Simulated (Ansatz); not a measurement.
BH₅O, SMILES [BH3-][OH2+], the interaction energy of a dimer with the counterpoise correction

Computed with Ansatz's Python interface.

Interactive session:
```pycon
>>> import ansatz as az
>>> BASIS_SET = "def2-SVP"
>>> XC = "pbe0"
>>> FIRST = [
...     ("B", (-0.2248, -0.4733, -0.2205)),
...     ("O", (0.3033, 0.5169, 0.7369)),
...     ("H", (0.201, -1.4978, -0.1121)),
...     ("H", (-1.3707, -0.5238, -0.0406)),
...     ("H", (-0.093, -0.0546, -1.3683)),
...     ("H", (-0.1011, 1.4137, 0.5243)),
...     ("H", (1.285, 0.6188, 0.48)),
... ]
>>> SECOND = [
...     ("B", (-3.8944, -1.2891, -0.6386)),
...     ("O", (-4.2673, -2.0185, 0.5882)),
...     ("H", (-3.7392, -0.1941, -0.4993)),
...     ("H", (-2.9024, -1.7627, -1.0123)),
...     ("H", (-4.7169, -1.5141, -1.5234)),
...     ("H", (-4.4345, -2.9816, 0.3486)),
...     ("H", (-5.1906, -1.657, 0.8268)),
... ]
>>> def energy(atoms, ghosts=()):
...     molecule = az.Crystal.molecule()
...     for symbol, xyz in atoms:
...         molecule = molecule.atom(symbol, xyz)
...     calc = (
...         molecule.calculation()
...         .basis(gaussian=BASIS_SET)
...         .functional(XC)
...     )
...     deck = calc.input()
...     if ghosts:
...         deck = deck.set(az.key.basis.gaussian.ghost_atoms, [{"symbol": s, "position_ang": list(xyz)} for s, xyz in ghosts])
...     return az.Session.from_dict(deck).plan().execute().report["free_energy_ev"]
...
>>> # monomers in their own basis and in the basis of the dimer
>>> both = energy(FIRST + SECOND)

>>> alone = energy(FIRST) + energy(SECOND)
>>> ghosted = energy(FIRST, SECOND) + energy(SECOND, FIRST)
>>> print(f"dimer {both:.6f} eV")
dimer -5595.928253 eV
>>> print(f"interaction, uncorrected   {23.060548 * (both - alone):8.3f} kcal/mol")
interaction, uncorrected      4.758 kcal/mol
>>> print(f"interaction, counterpoise  {23.060548 * (both - ghosted):8.3f} kcal/mol")
interaction, counterpoise     5.196 kcal/mol
>>> print(f"basis-set superposition    {23.060548 * (alone - ghosted):8.3f} kcal/mol")
basis-set superposition       0.439 kcal/mol
```

Uncorrected it is 4.758 kcal/mol, with the counterpoise correction 5.196 kcal/mol; the difference, 0.44 kcal/mol, is the superposition error. In this basis both values are repulsive.

What to keep in mind:
- Total energies depend on the basis set; only differences at equal settings carry meaning.
- The dimer is a generated trial pose of unrelaxed monomers, not a minimum, so the figure is no binding energy, and the basis set is small.
- This level lacks the dispersion part of the attraction (electrostatics and induction are there), which can decide the sign where the interaction is weak.
- Timing: 4.7 s on 1 thread of Intel(R) Xeon(R) 6975P-C (Granite Rapids) (shared host), peak memory 0.23 GiB.

(Lines on the test bed's own set-up are left out of the output.)
